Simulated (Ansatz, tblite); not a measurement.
# GeBrMe3 (C3H9BrGe): charged states by level of theory

The task here is to estimate one member of a computed series from the others.

Method: as each input shows; program: Ansatz 0.2.0, Gaussian basis.

Levels to be run: charge +1 doublet, at the geometry of the singlet (PBE0-D4/def2-TZVP, PBE-D4/def2-TZVP, CCSD(T)/def2-SVP); charge +1 doublet, relaxed (PBE0-D4/def2-TZVP, PBE-D4/def2-TZVP); the starting singlet's energies come from earlier runs.

3 further runs of the same task are left out: 1 that didn't finish, 2 set aside as unsound or not needed.

### The relaxed structure

The geometry is that of the singlet, from an earlier relaxation (r2SCAN-D4/def2-SVP).

14 atoms, charge 0, spin multiplicity 1.

Atoms are counted from 1 here; the program's logs count them from 0.

Bond lengths: Ge1–Br2 2.346 Å, Ge1–C3 1.947 Å, Ge1–C7 1.947 Å, Ge1–C11 1.947 Å, C3–H4 1.100 Å, C3–H5 1.102 Å, C3–H6 1.100 Å, C7–H8 1.100 Å, C7–H9 1.102 Å, C7–H10 1.100 Å, C11–H12 1.100 Å, C11–H13 1.100 Å, C11–H14 1.102 Å. Angles: Br2–Ge1–C3 106.5°, Br2–Ge1–C7 106.5°, Br2–Ge1–C11 106.5°, C3–Ge1–C7 112.3°, C3–Ge1–C11 112.3°, C7–Ge1–C11 112.3°, Ge1–C3–H4 110.4°, Ge1–C3–H5 109.8°, Ge1–C3–H6 110.4°, H4–C3–H5 108.8°, H4–C3–H6 108.6°, H5–C3–H6 108.8°, Ge1–C7–H8 110.4°, Ge1–C7–H9 109.8°, Ge1–C7–H10 110.4°, H8–C7–H9 108.8°, H8–C7–H10 108.6°, H9–C7–H10 108.8° and more.

Set-up of the first run:

Contents of in.yaml:

```yaml
crystal:
  periodic: [false, false, false]
  atoms:
    - {symbol: Ge, position_ang: [0.001552, 0.001224, 0.376648]}
    - {symbol: Br, position_ang: [0.011904, 0.009304, 2.722465]}
    - {symbol: C, position_ang: [1.866230, 0.005506, -0.184143]}
    - {symbol: H, position_ang: [2.382330, 0.892985, 0.210509]}
    - {symbol: H, position_ang: [1.925513, 0.020265, -1.284415]}
    - {symbol: H, position_ang: [2.379961, -0.893636, 0.186554]}
    - {symbol: C, position_ang: [-0.939576, 1.613413, -0.177099]}
    - {symbol: H, position_ang: [-1.969515, 1.607083, 0.208743]}
    - {symbol: H, position_ang: [-0.972755, 1.667533, -1.277213]}
    - {symbol: H, position_ang: [-0.426085, 2.507283, 0.206334]}
    - {symbol: C, position_ang: [-0.929114, -1.620819, -0.165946]}
    - {symbol: H, position_ang: [-1.961888, -1.614851, 0.212297]}
    - {symbol: H, position_ang: [-0.414446, -2.508134, 0.230889]}
    - {symbol: H, position_ang: [-0.954121, -1.687156, -1.265644]}
basis:
  gaussian: {orbitals: def2-TZVP}
total_charge: 1
magnetization: {spin_polarized: true, initial_magnetization: 1}
hamiltonian: {xc: pbe0, dispersion: d4}
scf: {omitted_lower_state_checks: [starts]}
output: {orbitals: {seedname: orbitals}}
```

Run with:

```
$ ansatz run in.yaml --threads 4 --pin off --events-out ev --progress --plain --max-ram 4787MiB
```

Steps of the session up to this table: Charge +1 doublet at the fixed geometry, PBE0-D4/def2-TZVP; Charge +1 doublet at the fixed geometry, PBE-D4/def2-TZVP; Charge +1 doublet at the fixed geometry, CCSD(T)/def2-SVP.

One table of the session follows, with a row left open; its other results are not shown here.

It belongs to the step «Vertical ionisation energy». 

| method | vertical ionisation energy (eV) |
| --- | --- |
| HF/def2-SVP | 9.25 |
| PBE-D4/def2-TZVP | 9.40 |
| PBE0-D4/def2-TZVP | 9.75 |
| MP2/def2-SVP | ? |
| CCSD/def2-SVP | 9.78 |
| CCSD(T)/def2-SVP | 9.76 |

Estimate the missing values for MP2/def2-SVP.

**Answer.** vertical ionisation energy (eV): 9.97. In the column «vertical ionisation energy (eV)» it is the highest.
